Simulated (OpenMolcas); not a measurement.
# Re⁴⁺ among point charges: CASSCF and CASPT2 levels and susceptibility

How does a field of 6 point charges split the states of Re⁴⁺, and what χT follows?

Program: OpenMolcas 26.06. Level of theory: state-averaged CASSCF and CASPT2, spin-orbit coupling by RASSI with atomic mean-field integrals. These are calculated values, not measurements, unless marked.

### 1 Starting point

- Species: Re⁴⁺ (rhenium, Z = 75, 71 electrons)
- Basis: ANO-RCC-VDZP [7s6p4d2f1g], 68 functions
- Scalar Hamiltonian: DKH2, point nucleus
- Inactive shells: 1s 2s 2p 3s 3p 3d 4s 4p 4d 4f 5s 5p
- Active space: 3 electrons in 5 orbitals (5d)
- Some configurations of this space: 5d³
- Orbitals: optimised for each spin and parity, averaged over all roots

The outer shells:

5d3
```
5d [↑ ][↑ ][↑ ][  ][  ]
```

The ion sits among 6 point charges of -1.7 e arranged as an octahedron (Oh), 1.95 Å from the ion.

The work runs as a chain of OpenMolcas steps in one folder; each step below is one input file. Labels, J, g values, rates, χT and fits are worked out afterwards by a script from the matrices that RASSI stores. The input lists half of the charges; inversion (Group=XYZ) makes the rest.

### 2 Basis and integrals

Contents of a.inp:

```
&GATEWAY
Coord
1

Re 0.0 0.0 0.0
Basis=ANO-RCC-VDZP
Group=XYZ
NoMove
AngMom=0.0 0.0 0.0
AMFI
XField
3 Angstrom 0
1.950000 0.000000 0.000000 -1.700000
0.000000 1.950000 0.000000 -1.700000
0.000000 0.000000 1.950000 -1.700000
&SEWARD
```

The run is started by

```console
OMP_NUM_THREADS=1 MOLCAS_MEM=1689 MOLCAS_PROJECT=a pymolcas a.inp > a.log
```

### 3 Reference wave functions, quartets of even parity, 10 roots

Contents of a.inp:

```
&RASSCF
FileOrb=start.orb
Symmetry=1
Spin=4
nActEl=3 0 0
Inactive=15 19
Ras2=5 0
CIRoot=10 10 1
SDav=10
CIMx=300
Iter=120 100
PrWF=0.3
OrbListing=Nothing
MaxOrb=0
>>> COPY $Project.JobIph JOB001
```

start.orb holds the contracted functions of the basis, ordered by shell, or the orbitals of the step before.

### 4 CASSCF: doublets of even parity, 40 roots

Contents of a.inp:

```
&RASSCF
FileOrb=start.orb
Symmetry=1
Spin=2
nActEl=3 0 0
Inactive=15 19
Ras2=5 0
CIRoot=40 40 1
SDav=40
CIMx=300
Iter=120 100
PrWF=0.3
OrbListing=Nothing
MaxOrb=0
>>> COPY $Project.JobIph JOB002
```

### 5 RASSI: spin-orbit coupling between the states

Contents of a.inp:

```
&RASSI
NrOfJobIphs=2 10 40
1 2 3 4 5 6 7 8 9 10
1 2 3 4 5 6 7 8 9 10 11 12 13 14 15 16 17 18 19 20 21 22 23 24 25 26 27
28 29 30 31 32 33 34 35 36 37 38 39 40
IphNames
JOB001
JOB002
EJob
SpinOrbit
DIPRint=1.0
SOCoupling=1000.0
Subsets=2
Property=9
'ANGMOM' 1 'ANGMOM' 2 'ANGMOM' 3 'MLTPL  1' 1 'MLTPL  1' 2 'MLTPL  1' 3
'AMFI' 1 'AMFI' 2 'AMFI' 3
SOProperty=3
'ANGMOM' 1 'ANGMOM' 2 'ANGMOM' 3
```

### 6 CASPT2: IPEA 0.25, imaginary shift 0.1 (closed shells correlated: 5s 5p)

Contents of a.inp:

```
>>> COPY JOB001 $Project.JobIph
&CASPT2
Multistate=10 1 2 3 4 5 6 7 8 9 10
NoMult
Frozen=14 16
IPEA=0.25
Imaginary=0.1
MaxIter=60
WThr=0.0 0.3 0.05
PrWF=0.5
NoMix
>>> COPY JOB002 $Project.JobIph
&CASPT2
Multistate=40 1 2 3 4 5 6 7 8 9 10 11 12 13 14 15 16 17 18 19 20 21 22
23 24 25 26 27 28 29 30 31 32 33 34 35 36 37 38 39 40
NoMult
Frozen=14 16
IPEA=0.25
Imaginary=0.1
MaxIter=60
WThr=0.0 0.3 0.05
PrWF=0.5
NoMix
```

(Steps that only read results are left out.)

**Question.** What will these runs give? Wanted: spin-free ground state; first state of the same spin within the active space; lowest level; next level.

As calculated:

```
                                            quantity                                                                        value
                                              method  SS-CASPT2, IPEA 0.25, imaginary shift 0.1 (closed shells correlated: 5s 5p)
                              spin-free ground state                                              4A2, 1-fold in its orbital part
first state of the same spin within the active space                                                            4T2 at 13200 cm⁻¹
                                        lowest level                                                                    4-fold Γ8
                                          next level                                                                  9810.2 cm⁻¹
                                         χT at 300 K                                                               0.54 cm³ K/mol
                           effective moment at 300 K                                                                      2.09 μB
```

Cost by method:

```csv
method,time of its own steps,time with the reference
A. CASSCF,10 s,10 s
"B. SS-CASPT2, IPEA 0.25, imaginary shift 0.1, +5s 5p",5.5 s,16 s
```

Times are of one thread on a shared host.

In words: The spin-free ground state (4A2) comes to 100 % from free-ion F terms and keeps the highest spin of the shell. χT at 300 K is 0.54, against 1.88 cm³ K/mol for the spin alone, so spin-orbit coupling lowers it. A ligand-field fit to the states below 45000 cm-1 gives 10Dq = 13777 cm-1, B = 691 cm-1 and C = 3093 cm-1 (C/B = 4.48), with a deviation of 278 cm-1. CASPT2 does not keep the components of a term degenerate, and the means are used. The field of point charges can differ much from that of real complexes. This is an electrostatic model: the charges have no orbitals.
